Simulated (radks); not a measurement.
# Taking charge from the 5p level of Tm⁺ in fractions

The task here is to estimate one member of a computed series from the others.

Method: scalar-relativistic Kohn-Sham, LDA (Slater exchange, Perdew-Wang correlation), spin-polarised, spherical densities, point nucleus; open shells are filled with parallel spins first. Code: radks (a radial shooting solver on a logarithmic mesh, Libxc functionals) version 1.

**The atom as given**

| Item | Value |
| --- | --- |
| element | thulium (Z = 69) |
| charge | +1 |
| electrons | 68 |
| configuration | [Kr] 4d10 4f13 5s2 5p(up 3, down 3) 6s1 |

A shell typed twice in an input gives spin up, then spin down.

Set-up of the first run:

The run's settings:

```text
Z 69
configuration [Kr] 4d10 4f13 5s2 5p3 5p3 6s1
relativity scalar-relativistic
functional lda,pw
spin polarised
nucleus point
c 137.035999084
```

Command:

```sh
$ python run_ks.py task.json out
```

The same process makes all the runs of this session.

Steps of the session up to this table: Start: [Kr] 4d10 4f13 5s2 5p(up 3, down 3) 6s1.

One of the session's tables, all rows but one given; the rest of the session is left out.

It belongs to the step «Start: [Kr] 4d10 4f13 5s2 5p(up 3, down 3) 6s1». Radial moments (bohr):

| level | <r> | outermost maximum (interpolated) | 90 % within | nodes |
| --- | --- | --- | --- | --- |
| 5s up | 1.229 | 1.09 | 1.78 | 4 |
| 5s down | 1.230 | 1.09 | 1.78 | 4 |
| 5p up | 1.472 | 1.25 | 2.18 | 3 |
| 5p down | 1.470 | 1.25 | 2.18 | 3 |
| 4f up | 0.8036 | 0.495 | 1.41 | 0 |
| 6s up | 3.519 | 3.08 | 5.11 | 5 |
| 4f down | 0.8073 | 0.495 | 1.42 | 0 |
| 6s down | ? | ? | ? | ? |

Q: Estimate the row for 6s down from the others.

As computed: <r>: 3.563; outermost maximum (interpolated): 3.07; 90 % within: 5.22; nodes: 5. In the column «<r>» it is the highest.
